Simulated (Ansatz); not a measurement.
# C6H14FSb: how energies converge with the basis set

The task here is to estimate one member of a computed series from the others.

Method: one geometry, several basis sets; program: Ansatz 0.2.0, Gaussian basis.

Levels to be run: PBE0-D4/def2-SVP; ωB97M-V/def2-SVP; PBE0-D4/def2-QZVPP; ωB97M-V/def2-QZVPP; the functionals' def2-TZVPP values are taken from earlier runs.

### Structure used throughout

An earlier PBE0-D4 in a triple-zeta def2 set relaxation fixed the geometry. Sb takes the def2 core potential; no spin-orbit term is included.

SMILES `C[CH](C)[Sb]([F])[CH](C)C`, 22 atoms, charge 0, spin multiplicity 1.

Atoms are counted from 1 here; the program's logs count them from 0.

Bond lengths: C1–C2 1.518 Å, C1–H9 1.096 Å, C1–H10 1.093 Å, C1–H11 1.092 Å, C2–C3 1.523 Å, C2–Sb4 2.174 Å, C2–H12 1.097 Å, C3–H13 1.093 Å, C3–H14 1.094 Å, C3–H15 1.096 Å, Sb4–F5 1.937 Å, Sb4–C6 2.165 Å, C6–C7 1.520 Å, C6–C8 1.519 Å, C6–H16 1.093 Å, C7–H17 1.096 Å, C7–H18 1.094 Å, C7–H19 1.095 Å and more. Angles: C2–C1–H9 110.3°, C2–C1–H10 111.0°, C2–C1–H11 112.4°, H9–C1–H10 107.5°, H9–C1–H11 107.3°, H10–C1–H11 108.0°, C1–C2–C3 111.8°, C1–C2–Sb4 112.8°, C1–C2–H12 109.9°, C3–C2–Sb4 108.0°, C3–C2–H12 109.2°, Sb4–C2–H12 104.8°, C2–C3–H13 112.3°, C2–C3–H14 110.9°, C2–C3–H15 110.7°, H13–C3–H14 107.8°, H13–C3–H15 107.6°, H14–C3–H15 107.3° and more.

The first run:

in.yaml

```yaml
crystal:
  periodic: [false, false, false]
  atoms:
    - {symbol: C, position_ang: [0.716059, 1.704213, -0.821816]}
    - {symbol: C, position_ang: [1.534910, 0.729030, 0.004523]}
    - {symbol: C, position_ang: [2.966770, 0.621574, -0.501836]}
    - {symbol: Sb, position_ang: [0.681978, -1.270290, 0.039826]}
    - {symbol: F, position_ang: [0.570957, -1.375515, -1.891617]}
    - {symbol: C, position_ang: [-1.395956, -0.703477, 0.263681]}
    - {symbol: C, position_ang: [-1.629142, -0.110666, 1.643540]}
    - {symbol: C, position_ang: [-2.290701, -1.898850, -0.016048]}
    - {symbol: H, position_ang: [1.230901, 2.669319, -0.892587]}
    - {symbol: H, position_ang: [0.573085, 1.332574, -1.839936]}
    - {symbol: H, position_ang: [-0.269099, 1.891749, -0.390037]}
    - {symbol: H, position_ang: [1.546906, 1.046993, 1.054632]}
    - {symbol: H, position_ang: [3.575008, -0.048676, 0.111615]}
    - {symbol: H, position_ang: [2.991165, 0.247358, -1.529359]}
    - {symbol: H, position_ang: [3.451922, 1.603810, -0.500778]}
    - {symbol: H, position_ang: [-1.558674, 0.057904, -0.504149]}
    - {symbol: H, position_ang: [-2.680263, 0.170302, 1.772650]}
    - {symbol: H, position_ang: [-1.028355, 0.786275, 1.818417]}
    - {symbol: H, position_ang: [-1.394924, -0.828616, 2.437071]}
    - {symbol: H, position_ang: [-2.115808, -2.309549, -1.013288]}
    - {symbol: H, position_ang: [-3.347324, -1.614167, 0.044635]}
    - {symbol: H, position_ang: [-2.129424, -2.701285, 0.710831]}
basis:
  gaussian: {orbitals: def2-SVP}
hamiltonian: {xc: pbe0, dispersion: d4}
output: {orbitals: {seedname: orbitals}}
```

Among the steps run: PBE0-D4 in def2-SVP; ωB97M-V in def2-SVP; PBE0-D4 in def2-QZVPP; ωB97M-V in def2-QZVPP.

One table of the session follows, with a row left open; its other results are not shown here.

It belongs to the step «Density functionals: the series». 

```
functional       basis  HOMO (eV)
   PBE0-D4    def2-SVP          ?
   PBE0-D4  def2-TZVPP      -6.62
   PBE0-D4  def2-QZVPP      -6.64
   ωB97M-V    def2-SVP      -8.62
   ωB97M-V  def2-TZVPP      -8.71
   ωB97M-V  def2-QZVPP      -8.73
```

**Question.** Estimate the row for PBE0-D4, def2-SVP.

The run gave: HOMO (eV): -6.54. In the column «HOMO (eV)» it is the highest.
